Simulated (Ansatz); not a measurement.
**C₄H₁₁AlO: basis-set convergence**

An exercise on one series of results from a longer session: the logs are not shown, and one member is left open.

Program: Ansatz 0.2.0, Gaussian basis. Level of theory: one geometry, several basis sets. These are calculated values, not measurements.

Levels to be run: PBE0-D4/def2-SVP; ωB97M-V/def2-SVP; PBE0-D4/def2-QZVPP; ωB97M-V/def2-QZVPP; the functionals' def2-TZVPP values are taken from earlier runs.

## The geometry

All runs share one geometry, relaxed beforehand with PBE0-D4 in a triple-zeta def2 set.

SMILES `CC(C)(C)[O][AlH2]`, 17 atoms, charge 0, spin multiplicity 1.

Atoms are counted from 1 here; the program's logs count them from 0.

Bond lengths: C1–C2 1.521 Å, C1–H7 1.093 Å, C1–H8 1.092 Å, C1–H9 1.092 Å, C2–C3 1.524 Å, C2–C4 1.524 Å, C2–O5 1.414 Å, C3–H10 1.094 Å, C3–H11 1.093 Å, C3–H12 1.093 Å, C4–H13 1.094 Å, C4–H14 1.093 Å, C4–H15 1.093 Å, O5–Al6 1.685 Å, Al6–H16 1.578 Å, Al6–H17 1.586 Å. Angles: C2–C1–H7 111.1°, C2–C1–H8 110.1°, C2–C1–H9 110.1°, H7–C1–H8 108.6°, H7–C1–H9 108.6°, H8–C1–H9 108.2°, C1–C2–C3 110.4°, C1–C2–C4 110.4°, C1–C2–O5 107.1°, C3–C2–C4 110.3°, C3–C2–O5 109.3°, C4–C2–O5 109.3°, C2–C3–H10 110.5°, C2–C3–H11 111.2°, C2–C3–H12 110.1°, H10–C3–H11 108.0°, H10–C3–H12 108.6°, H11–C3–H12 108.3° and more.

Set-up of the first run:

Contents of in.yaml:

```yaml
crystal:
  periodic: [false, false, false]
  atoms:
    - {symbol: C, position_ang: [-0.385502, -1.755752, -0.316279]}
    - {symbol: C, position_ang: [-0.003098, -0.293435, -0.142967]}
    - {symbol: C, position_ang: [1.505877, -0.155246, 0.016601]}
    - {symbol: C, position_ang: [-0.486117, 0.525796, -1.333447]}
    - {symbol: O, position_ang: [-0.641274, 0.168006, 1.031299]}
    - {symbol: Al, position_ang: [-0.751051, 1.597886, 1.915501]}
    - {symbol: H, position_ang: [0.075830, -2.179914, -1.211226]}
    - {symbol: H, position_ang: [-1.469553, -1.852516, -0.403817]}
    - {symbol: H, position_ang: [-0.060431, -2.334228, 0.550857]}
    - {symbol: H, position_ang: [1.783113, 0.894710, 0.146156]}
    - {symbol: H, position_ang: [2.032151, -0.538115, -0.860954]}
    - {symbol: H, position_ang: [1.844246, -0.715971, 0.891096]}
    - {symbol: H, position_ang: [-0.216858, 1.578432, -1.208778]}
    - {symbol: H, position_ang: [-0.038831, 0.170373, -2.264718]}
    - {symbol: H, position_ang: [-1.572325, 0.451916, -1.424554]}
    - {symbol: H, position_ang: [-1.650034, 1.532695, 3.210751]}
    - {symbol: H, position_ang: [0.014760, 2.904965, 1.444577]}
basis:
  gaussian: {orbitals: def2-SVP}
hamiltonian: {xc: pbe0, dispersion: d4}
output: {orbitals: {seedname: orbitals}}
```

Run with:

```
> ansatz run in.yaml --threads 2 --pin off --events-out ev --progress --plain --max-ram 32768MiB --backend cpu
```

Among the steps run: PBE0-D4 in def2-SVP; ωB97M-V in def2-SVP; PBE0-D4 in def2-QZVPP; ωB97M-V in def2-QZVPP.

One table of the session follows, with a row left open; its other results are not shown here.

It belongs to the step «Functionals by basis». 

| functional | basis | HOMO (eV) |
| --- | --- | --- |
| PBE0-D4 | def2-SVP | -7.73 |
| PBE0-D4 | def2-TZVPP | -7.81 |
| PBE0-D4 | def2-QZVPP | -7.82 |
| ωB97M-V | def2-SVP | -9.99 |
| ωB97M-V | def2-TZVPP | -10.10 |
| ωB97M-V | def2-QZVPP | ? |

Q: Estimate the row for ωB97M-V, def2-QZVPP from the others.

The run gave: HOMO (eV): -10.11. In the column «HOMO (eV)» it is the lowest.
